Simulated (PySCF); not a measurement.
**C₅H₃BCl₂O₂: a tour of settings**

Which settings matter for C₅H₃BCl₂O₂ (`O=C1C=C(B(Cl)Cl)C(=O)C1`)?

The runs use PySCF 2.14.0, with density-fitted response routines of our own; the level of theory stands in each step. All values are computed, except where a source is named. Atoms count from 0, in the outputs and in this text.

## (1) The molecule as given

13 atoms, charge 0, multiplicity 1; geometry from: GFN2-xTB.

Bonds of the start (Å): O0–C1 1.20, C1–C2 1.48, C2–C3 1.35, C3–B4 1.57, B4–Cl5 1.71, B4–Cl6 1.72, C3–C7 1.50, C7–O8 1.20, C7–C9 1.51, C9–C1 1.51, C2–H10 1.08, C9–H11 1.09, C9–H12 1.09.

## (2) Nuclear shieldings: PBE0/pcSseg-1

The job: settings as JSON, then the geometry in Å.

```
{"job": {"kind": "nmr", "xc": "PBE0", "basis": "pcSseg-1"}, "charge": 0, "multiplicity": 1}
O     -2.391326     1.650701     0.056273
C     -1.483682     0.864216     0.020915
C     -0.037439     1.189030    -0.005986
C      0.735986     0.086138    -0.001546
B      2.301033     0.027112    -0.037960
Cl     3.115618    -1.334219    -0.662717
Cl     3.194230     1.374363     0.546991
C     -0.147312    -1.129630     0.037339
O      0.219516    -2.270213     0.099885
C     -1.581917    -0.645638     0.004935
H      0.310802     2.207881    -0.031348
H     -2.153596    -1.024360     0.853498
H     -2.086300    -0.994896    -0.898006
```

Method: GIAO PBE0/pcSseg-1 NMR shielding, non-relativistic, gas phase.

On the command line:

```sh
$ OMP_NUM_THREADS=1 python probes_run.py task.json out
```

The driver reads the jobs from task.json and runs them one after another.

The program printed:

```text
coarse grid: 13800 points
cycle   1  E = -1286.9965252455  dE =  1.983e+00  |g| = 1.078e+00  |ddm| = 3.695e+00
cycle   2  E = -1286.0659964309  dE =  9.305e-01  |g| = 2.435e+00  |ddm| = 4.382e+00
cycle   3  E = -1287.2244756150  dE = -1.158e+00  |g| = 1.785e-01  |ddm| = 3.400e+00
cycle   4  E = -1287.2307973165  dE = -6.322e-03  |g| = 8.542e-02  |ddm| = 2.217e-01
cycle   5  E = -1287.2324326547  dE = -1.635e-03  |g| = 1.638e-02  |ddm| = 8.212e-02
cycle   6  E = -1287.2324810050  dE = -4.835e-05  |g| = 8.291e-03  |ddm| = 2.145e-02
cycle   7  E = -1287.2324939748  dE = -1.297e-05  |g| = 2.855e-03  |ddm| = 9.979e-03
cycle   8  E = -1287.2324955673  dE = -1.592e-06  |g| = 6.958e-04  |ddm| = 3.375e-03
final grid: 129272 points
cycle   9  E = -1287.3085141952  dE = -1.067e-05  |g| = 1.527e-02  |ddm| = 3.961e-02
cycle  10  E = -1287.3083494909  dE =  1.647e-04  |g| = 3.307e-02  |ddm| = 4.417e-02
cycle  11  E = -1287.3085575513  dE = -2.081e-04  |g| = 1.186e-03  |ddm| = 3.177e-02
cycle  12  E = -1287.3085577638  dE = -2.126e-07  |g| = 3.074e-04  |ddm| = 1.197e-03
cycle  13  E = -1287.3085577865  dE = -2.265e-08  |g| = 7.697e-05  |ddm| = 3.601e-04
cycle  14  E = -1287.3085577876  dE = -1.084e-09  |g| = 3.473e-05  |ddm| = 1.036e-04
cycle  15  E = -1287.3085577878  dE = -2.174e-10  |g| = 1.357e-05  |ddm| = 4.376e-05
converged SCF energy = -1287.3085577878

GIAO shielding tensors (ppm)
atom      isotropic    diamagn.    paramagn.     s11        s22        s33       span
  0 O     -398.024     396.290    -794.314  -1168.353   -396.771    371.052   1539.405
  1 C      -20.838     249.873    -270.712    -96.828    -46.296     80.609    177.437
  2 C       22.641     254.558    -231.917   -104.862     43.265    129.519    234.380
  3 C       24.882     261.602    -236.720    -92.433     29.204    137.875    230.308
  4 B       46.120     190.496    -144.376     19.542     27.640     91.178     71.636
  5 Cl     635.796    1146.548    -510.752    355.239    600.859    951.291    596.052
  6 Cl     667.576    1146.374    -478.798    370.632    725.678    906.418    535.786
  7 C      -19.107     246.926    -266.033    -96.862    -34.424     73.965    170.827
  8 O     -364.916     397.572    -762.489  -1078.189   -386.437    369.876   1448.065
  9 C      141.406     255.675    -114.269    135.577    137.039    151.602     16.025
 10 H       24.149      32.012      -7.864     18.760     23.520     30.166     11.406
 11 H       28.833      28.901      -0.069     25.992     27.833     32.673      6.680
 12 H       28.833      28.890      -0.057     26.037     27.655     32.807      6.771
```

Wall time 28 s (1 thread of Arm Neoverse V2, shared host); peak memory 0.91 GiB.

Shifts follow as δ = σ(reference) − σ, with reference shieldings (ppm) from runs at the same level and on the same kind of geometry: 1H TMS 31.72, 13C TMS 186.9, 17O H2O 336.1, 11B BF3·OEt2 100.1, 35Cl HCl 950. The references are single molecules in the gas phase, so shifts against H2O, NH3, PH3, H3PO4 or CFCl3 are not on the usual liquid scales and can be off by tens of ppm. Atoms listed in one row are averaged.

| atoms | environment | σ (ppm) | δ (ppm) | δ scaled to CDCl3 |
| --- | --- | --- | --- | --- |
| C1 | ketone carbonyl carbon | -20.8 | 207.8 | 200.9 |
| C7 | ketone carbonyl carbon | -19.1 | 206.0 | 199.2 |
| C2 | β carbon of a C=C–C=O unit | 22.6 | 164.3 | 158.4 |
| C3 | β carbon of a C=C–C=O unit | 24.9 | 162.0 | 156.2 |
| C9 | sp3 CH2 α to a carbonyl | 141.4 | 45.5 | 42.5 |
| H10 | hydrogen on a β carbon of a C=C–C=O unit | 24.15 | 7.57 | 7.24 |
| H11, H12 | hydrogen on an sp3 CH2 α to a carbonyl | 28.83 | 2.88 | 2.82 |
| O0 | ketone oxygen | -398.0 | 734.1 | – |
| O8 | ketone oxygen | -364.9 | 701.0 | – |
| B4 | boron bonded to C, 2 Cl | 46.1 | 53.9 | – |
| Cl5, Cl6 | chlorine bonded to B | 652 | 298 | – |

The scaled column applies a straight-line fit of computed shieldings to shifts measured in CDCl3, with any fitted terms for Cl, Br or S neighbours (root-mean-square error 0.16 ppm for H, 1.9 ppm for C).

Charges from the same density, by scheme (e):

| atoms | Mulliken | IAO | Hirshfeld | ESP fit |
| --- | --- | --- | --- | --- |
| O0 | -0.33 | -0.38 | -0.22 | -0.49 |
| C1 | 0.24 | 0.37 | 0.16 | 0.78 |
| C2 | -0.05 | -0.12 | -0.01 | -0.42 |
| C3 | -0.36 | -0.17 | -0.08 | 0.07 |
| B4 | 0.56 | 0.12 | 0.16 | 0.13 |
| Cl5, Cl6 | -0.14 | -0.01 | -0.03 | -0.07 |
| C7 | 0.24 | 0.38 | 0.15 | 0.60 |
| O8 | -0.32 | -0.38 | -0.22 | -0.45 |
| C9 | -0.20 | -0.39 | -0.09 | -0.80 |

Mayer bond orders: O0–C1 1.99, C1–C2 1.00, C2–C3 1.67, C3–B4 0.92, B4–Cl5 1.22, B4–Cl6 1.16, C3–C7 0.95, C7–O8 2.03, C7–C9 0.99, C9–C1 0.98.

Ring of atoms C1, C2, C3, C7, C9: NICS(0) 7.4, NICS(1) -2.3, NICS(1)zz -3.0 ppm (means of both faces).

## (3) Ultraviolet spectrum: PBE0/def2-SVPD

Settings changed since step 2:

```diff
@@ -1,2 +1,2 @@
-{"job": {"kind": "nmr", "xc": "PBE0", "basis": "pcSseg-1"}, "charge": 0, "multiplicity": 1}
+{"job": {"kind": "uv", "xc": "PBE0", "basis": "def2-SVPD", "nstates": 6, "ntriplets": 2}, "charge": 0, "multiplicity": 1}
 O     -2.391326     1.650701     0.056273
```

Method: TDDFT PBE0/def2-SVPD, vertical, gas phase, core orbitals frozen in the response.

The program printed:

```text
coarse grid: 13800 points
cycle   1  E = -1286.4833155966  dE =  1.896e+00  |g| = 1.034e+00  |ddm| = 6.232e+00
cycle   2  E = -1285.5711180919  dE =  9.122e-01  |g| = 2.376e+00  |ddm| = 6.119e+00
cycle   3  E = -1286.7023831097  dE = -1.131e+00  |g| = 1.635e-01  |ddm| = 4.954e+00
cycle   4  E = -1286.7077789820  dE = -5.396e-03  |g| = 7.920e-02  |ddm| = 4.468e-01
cycle   5  E = -1286.7092588986  dE = -1.480e-03  |g| = 1.443e-02  |ddm| = 1.671e-01
cycle   6  E = -1286.7092980753  dE = -3.918e-05  |g| = 7.251e-03  |ddm| = 3.605e-02
cycle   7  E = -1286.7093091196  dE = -1.104e-05  |g| = 2.548e-03  |ddm| = 1.436e-02
cycle   8  E = -1286.7093105156  dE = -1.396e-06  |g| = 6.749e-04  |ddm| = 4.834e-03
final grid: 129272 points
cycle   9  E = -1286.8641306658  dE = -7.743e-06  |g| = 1.401e-02  |ddm| = 1.479e-01
cycle  10  E = -1286.8639817287  dE =  1.489e-04  |g| = 3.082e-02  |ddm| = 6.208e-02
cycle  11  E = -1286.8641698283  dE = -1.881e-04  |g| = 8.898e-04  |ddm| = 4.349e-02
cycle  12  E = -1286.8641700071  dE = -1.788e-07  |g| = 1.663e-04  |ddm| = 1.955e-03
cycle  13  E = -1286.8641700130  dE = -5.920e-09  |g| = 7.584e-05  |ddm| = 6.173e-04
cycle  14  E = -1286.8641700142  dE = -1.176e-09  |g| = 3.824e-05  |ddm| = 2.084e-04
cycle  15  E = -1286.8641700145  dE = -3.347e-10  |g| = 9.088e-06  |ddm| = 7.321e-05
converged SCF energy = -1286.8641700145

Static polarisability (au): isotropic 102.553, principal 65.366 107.499 134.794

Singlet excitations
state   eV       nm        f      main configurations
  1   2.5500    486.2   0.00007   H->L 0.96
  2   3.4305    361.4   0.00033   H-1->L 0.92
  3   4.3744    283.4   0.00104   H->L+1 0.81
  4   4.6988    263.9   0.01307   H-3->L 0.67, H-2->L 0.29
  5   5.0548    245.3   0.03238   H-4->L 0.49, H-5->L 0.23, H-2->L 0.14
  6   5.2879    234.5   0.27959   H-2->L 0.49, H-3->L 0.20, H-5->L 0.15

Triplet excitations (Tamm-Dancoff, eV): 2.1907 3.0042
```

Run time: 36 s. Hardware: 1 thread of Arm Neoverse V2, shared host; peak memory 1 GiB.

Frontier orbitals and where they lie:

| orbital | eV | atoms |
| --- | --- | --- |
| HOMO−3 | -9.55 | Cl5 48 %, Cl6 28 %, O8 5 % |
| HOMO−2 | -9.26 | C3 22 %, C2 21 %, Cl6 15 % |
| HOMO−1 | -8.64 | O0 36 %, O8 24 %, C9 8 % |
| HOMO | -7.68 | O8 34 %, O0 25 %, C9 12 % |
| LUMO | -3.60 | C2 21 %, C3 19 %, O0 13 % |
| LUMO+1 | -1.69 | B4 22 %, C7 22 %, O8 18 % |
| LUMO+2 | -0.61 | C1 25 %, O0 17 %, C2 10 % |

With each of the 6 states as a Gaussian band of 0.4 eV half-width at 1/e, the curve within the window shown has maxima at 236 nm (ε 12,000) L/(mol cm). Beyond the last state computed it falls off for lack of states. The curve at chosen wavelengths:

```
 nm  ε (L/mol/cm)
222          6676
239         11952
255          5191
272          1201
288           311
305            72
321            19
338            12
354            13
371            13
387            10
404             6
420             4
437             3
453             3
470             3
486             3
503             3
519             2
536             2
552             2
569             1
585             1
602             1
618             0
635             0
```

Further results of this job:

| property | computed |
| --- | --- |
| dipole moment (D) | 0.88 |
| polarisability (Å³) | 15.20 |
| HOMO–LUMO gap (eV) | 4.08 |
| −ε(HOMO) (eV) | 7.68 |

## (4) Shielding tensors: HCTH407/cc-pVDZ

Settings changed since step 3:

```diff
@@ -1,2 +1,2 @@
-{"job": {"kind": "uv", "xc": "PBE0", "basis": "def2-SVPD", "nstates": 6, "ntriplets": 2}, "charge": 0, "multiplicity": 1}
+{"job": {"kind": "nmr", "xc": "HCTH407", "basis": "cc-pVDZ", "pop": false, "scf": {"damp": 0.2}}, "charge": 0, "multiplicity": 1}
 O     -2.391326     1.650701     0.056273
```

With the program's defaults for keys left out, this is: GIAO HCTH407/cc-pVDZ NMR shielding, non-relativistic, gas phase.

The program printed:

```text
damping 0.20 in the first 6 cycles
final grid: 129272 points
cycle   1  E = -1287.9027168360  dE =  1.747e+00  |g| = 1.194e+00  |ddm| = 7.958e+00
cycle   2  E = -1285.6210596371  dE =  2.282e+00  |g| = 3.089e+00  |ddm| = 5.435e+00
cycle   3  E = -1280.9468164067  dE =  4.674e+00  |g| = 5.030e+00  |ddm| = 1.010e+01
cycle   4  E = -1237.2871552164  dE =  4.366e+01  |g| = 1.089e+01  |ddm| = 2.434e+01
cycle   5  E = -1149.4538238511  dE =  8.783e+01  |g| = 1.229e+01  |ddm| = 6.114e+01
cycle   6  E = -1068.6495571906  dE =  8.080e+01  |g| = 1.226e+01  |ddm| = 7.584e+01
cycle   7  E = -599.9862332037  dE =  4.687e+02  |g| = 2.009e+01  |ddm| = 9.517e+01
cycle   8  E = -1198.2432886544  dE = -5.983e+02  |g| = 1.066e+01  |ddm| = 7.886e+01
cycle   9  E = -1272.9387845013  dE = -7.470e+01  |g| = 4.448e+00  |ddm| = 4.536e+01
cycle  10  E = -1162.4136466663  dE =  1.105e+02  |g| = 1.267e+01  |ddm| = 4.495e+01
cycle  11  E = -1255.3059904421  dE = -9.289e+01  |g| = 7.758e+00  |ddm| = 3.055e+01
cycle  12  E = -1263.1638604468  dE = -7.858e+00  |g| = 6.864e+00  |ddm| = 9.355e+00
cycle  13  E = -1271.3694007790  dE = -8.206e+00  |g| = 6.099e+00  |ddm| = 1.027e+01
cycle  14  E = -1275.6299365451  dE = -4.261e+00  |g| = 4.884e+00  |ddm| = 8.368e+00
cycle  15  E = -1266.2894858850  dE =  9.340e+00  |g| = 6.255e+00  |ddm| = 1.499e+01
cycle  16  E = -1268.7340642457  dE = -2.445e+00  |g| = 6.058e+00  |ddm| = 3.516e+00
cycle  17  E = -1283.6775851318  dE = -1.494e+01  |g| = 3.418e+00  |ddm| = 2.362e+01
cycle  18  E = -1269.2716636392  dE =  1.441e+01  |g| = 5.925e+00  |ddm| = 1.605e+01
cycle  19  E = -1287.5167331949  dE = -1.825e+01  |g| = 1.491e+00  |ddm| = 1.265e+01
cycle  20  E = -1287.7438918310  dE = -2.272e-01  |g| = 1.425e+00  |ddm| = 4.033e+00
cycle  21  E = -1288.1645617343  dE = -4.207e-01  |g| = 3.672e-01  |ddm| = 2.167e+00
cycle  22  E = -1288.1704051338  dE = -5.843e-03  |g| = 3.281e-01  |ddm| = 9.005e-01
cycle  23  E = -1288.1925701150  dE = -2.216e-02  |g| = 1.111e-01  |ddm| = 5.585e-01
cycle  24  E = -1288.1955660089  dE = -2.996e-03  |g| = 2.614e-02  |ddm| = 1.962e-01
cycle  25  E = -1288.1957344259  dE = -1.684e-04  |g| = 8.978e-03  |ddm| = 5.426e-02
cycle  26  E = -1288.1957535247  dE = -1.910e-05  |g| = 2.989e-03  |ddm| = 1.676e-02
cycle  27  E = -1288.1957555777  dE = -2.053e-06  |g| = 1.345e-03  |ddm| = 6.061e-03
cycle  28  E = -1288.1957560976  dE = -5.198e-07  |g| = 2.460e-04  |ddm| = 2.552e-03
cycle  29  E = -1288.1957561101  dE = -1.254e-08  |g| = 7.053e-05  |ddm| = 5.048e-04
cycle  30  E = -1288.1957561112  dE = -1.045e-09  |g| = 3.431e-05  |ddm| = 1.622e-04
cycle  31  E = -1288.1957561114  dE = -2.478e-10  |g| = 1.498e-05  |ddm| = 7.360e-05
converged SCF energy = -1288.1957561114

GIAO shielding tensors (ppm)
atom      isotropic    diamagn.    paramagn.     s11        s22        s33       span
  0 O     -343.172     398.248    -741.420  -1100.402   -299.550    370.435   1470.837
  1 C       -2.293     252.299    -254.592    -60.177    -39.176     92.473    152.649
  2 C       49.763     256.900    -207.137    -65.361     74.493    140.158    205.519
  3 C       48.618     253.329    -204.711    -59.288     57.723    147.419    206.707
  4 B       60.079     200.760    -140.681     39.336     42.700     98.201     58.865
  5 Cl     671.045    1148.451    -477.405    444.612    605.590    962.935    518.323
  6 Cl     701.539    1148.202    -446.663    442.369    737.793    924.455    482.086
  7 C        0.387     253.227    -252.841    -61.044    -24.573     86.777    147.821
  8 O     -305.682     400.228    -705.909   -994.094   -291.142    368.191   1362.285
  9 C      152.660     257.020    -104.360    144.654    148.043    165.283     20.629
 10 H       24.810      33.683      -8.873     18.970     24.381     31.081     12.111
 11 H       29.130      29.824      -0.693     26.986     27.996     32.409      5.423
 12 H       29.087      29.945      -0.858     26.842     27.857     32.562      5.720
```

Wall time 56 s (1 thread of Arm Neoverse V2, shared host); peak memory 0.74 GiB.

This run: δ C1 197.7, C7 195.0, C3 146.8, C2 145.7, H10 6.89, H11 2.59 ppm (means over like atoms).

(Part 1 of 2 ends here.)
